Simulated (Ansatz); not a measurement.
# GeNH₂+ (triplet): wave-function methods side by side, cc-pVDZ

The task here is to estimate one member of a computed series from the others.

Computed with Ansatz 0.2.0, Gaussian basis. Level: cc-pVDZ, core rule «outside noble gas», up to 15 orbitals frozen.

Plan: UHF; CCSD(T) on ROHF; CCSD(T) on UHF; BCCD(T) on ROHF; CISD; CCSDT(Q) on ROHF; CCSDT(Q) on UHF; CASSCF and MRCISD+Q, 10 electrons in 10 orbitals; CASSCF and NEVPT2, 10 electrons in 10 orbitals.

15 further runs of the same task are left out: 6 that didn't finish, 9 set aside as unsound or not needed.

### What is computed

The geometry is a PBE0/def2-TZVP stationary point (not a proven minimum) of the parent state, kept for this charge and spin. No spin-orbit coupling is included. The filled d shell of Ge may be among the frozen orbitals whatever the setting's name suggests; the logs give the count.

4 atoms, charge 1, spin multiplicity 3.

Atoms are counted from 1 here; the program's logs count them from 0.

Bond lengths: Ge1–N2 1.816 Å, N2–H3 1.009 Å, N2–H4 1.009 Å. Angles: Ge1–N2–H3 124.1°, Ge1–N2–H4 124.1°, H3–N2–H4 111.9°.

The first run:

Input file in.yaml:

```yaml
crystal:
  periodic: [false, false, false]
  atoms:
    - {symbol: Ge, position_ang: [0.000000, 0.000000, 0.341103]}
    - {symbol: N, position_ang: [0.000000, 0.000000, -1.475302]}
    - {symbol: H, position_ang: [0.000000, 0.836103, -2.040604]}
    - {symbol: H, position_ang: [0.000000, -0.836103, -2.040604]}
basis:
  gaussian: {orbitals: cc-pVDZ}
total_charge: 1
magnetization: {spin_polarized: true, initial_magnetization: 2}
hamiltonian: {xc: hf}
output: {orbitals: {seedname: orbitals}}
```

Started as:

```bash
$ ansatz run in.yaml --threads 1 --pin off --events-out ev --progress --plain --max-ram 2393MiB
```

Steps of the session up to this table: UHF; CCSD(T) on ROHF; CCSD(T) on UHF; BCCD(T) on ROHF; CISD; CCSDT(Q) on ROHF; CCSDT(Q) on UHF; CASSCF and MRCISD+Q, 10 electrons in 10 orbitals; CASSCF and NEVPT2, 10 electrons in 10 orbitals.

One table of the session follows, with a row left open; its other results are not shown here.

```
          method  from UCCSDT(Q) (meV)
            ROHF               +6175.1
             UHF               +5953.3
            RMP2               +1002.0
            UMP2                     ?
           RCCSD                +151.2
           UCCSD                +143.5
        RCCSD(T)                 +30.8
        UCCSD(T)                 +26.5
         BCCD(T)                 +30.7
          RCCSDT                 +12.3
          UCCSDT                  +7.9
       RCCSDT(Q)                  +4.4
       UCCSDT(Q)                     0
  CASSCF valence               +3761.6
  NEVPT2 valence                +874.4
  MRCISD valence                +214.4
MRCISD+Q valence                 +16.4
```

Estimate the missing values for UMP2.

As computed: from UCCSDT(Q) (meV): +1013.5. In the column «from UCCSDT(Q) (meV)» it lies between RMP2 (+1002.0) and CASSCF valence (+3761.6).

Among the levels timed on like hardware and quicker than the yardstick, those that no quicker one beats, quickest first: NEVPT2 valence (8.5 s, +874.4 meV); BCCD(T) (8.5 s, +30.7 meV); UCCSD(T) (10 s, +26.5 meV); MRCISD+Q valence (11 s, +16.4 meV).

Not comparable, so not listed: CISD (they don't share determinant, frozen orbitals or solution with the rows shown, or repeat one).

Limits of these values: Of the multireference levels listed MRCISD+Q valence comes nearest in total energy (+16.4 meV), which doesn't show that its space is the better one. Restricted and unrestricted rows rest on different reference determinants; where their highest levels disagree by more than a few hundredths of an eV, they describe different states and don't form one ladder.
